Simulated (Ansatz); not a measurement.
# F3PSi: the cost of one run

Computed with Ansatz 0.2.0 (the levels named in each step, unless a step's input says otherwise).

## 1. The system as given

Bond lengths: F1–P2 1.661 Å, P2–Si3 2.100 Å, Si3–F4 1.594 Å, Si3–F5 1.596 Å. Angles: F1–P2–Si3 100.3°, P2–Si3–F4 115.7°, P2–Si3–F5 146.6°, F4–Si3–F5 97.7°.

Coordinates:

```xyz
5

F     2.1800    0.7007   -0.1925
P     1.3122   -0.6042    0.3591
Si   -0.6423    0.0401   -0.0571
F    -1.8052   -0.9736    0.3434
F    -1.5645    1.1986   -0.6520
```

## 2. A rough first relaxation, PBE-D4/def2-SVP

This run stands in another session on the same molecule. It ended at:

```xyz
5

F     2.0579    0.7848   -0.2398
P     1.3388   -0.5895    0.3549
Si   -0.6835   -0.0591   -0.0139
F    -1.9093   -1.0530    0.3734
F    -1.3238    1.2785   -0.6737
```

## 3. Relaxation, HF/STO-3G

input.yaml

```yaml
crystal:
  periodic: [false, false, false]
  atoms:
    - { symbol: F, position_ang: [2.05786236, 0.78475704, -0.23979568] }
    - { symbol: P, position_ang: [1.33880132, -0.58950859, 0.35493394] }
    - { symbol: Si, position_ang: [-0.683508, -0.05912907, -0.0138693] }
    - { symbol: F, position_ang: [-1.90926898, -1.05297416, 0.37341217] }
    - { symbol: F, position_ang: [-1.32377669, 1.27849477, -0.67371114] }
basis:
  gaussian: { orbitals: STO-3G }
hamiltonian:
  xc: hf
relax:
  f_tol: 0.002
  max_steps: 150
```

Command:

```sh
$ ansatz run input.yaml --threads 2 --pin off --max-ram 5120MiB --backend cpu --events-out ev --progress --plain --runs-dir out
```

What time and memory should one allow on 2 threads of Intel Xeon Platinum 8175M at 2.50GHz (Skylake/Cascade Lake), shared host?

About 6.6 s, with a peak of 0.12 GiB.
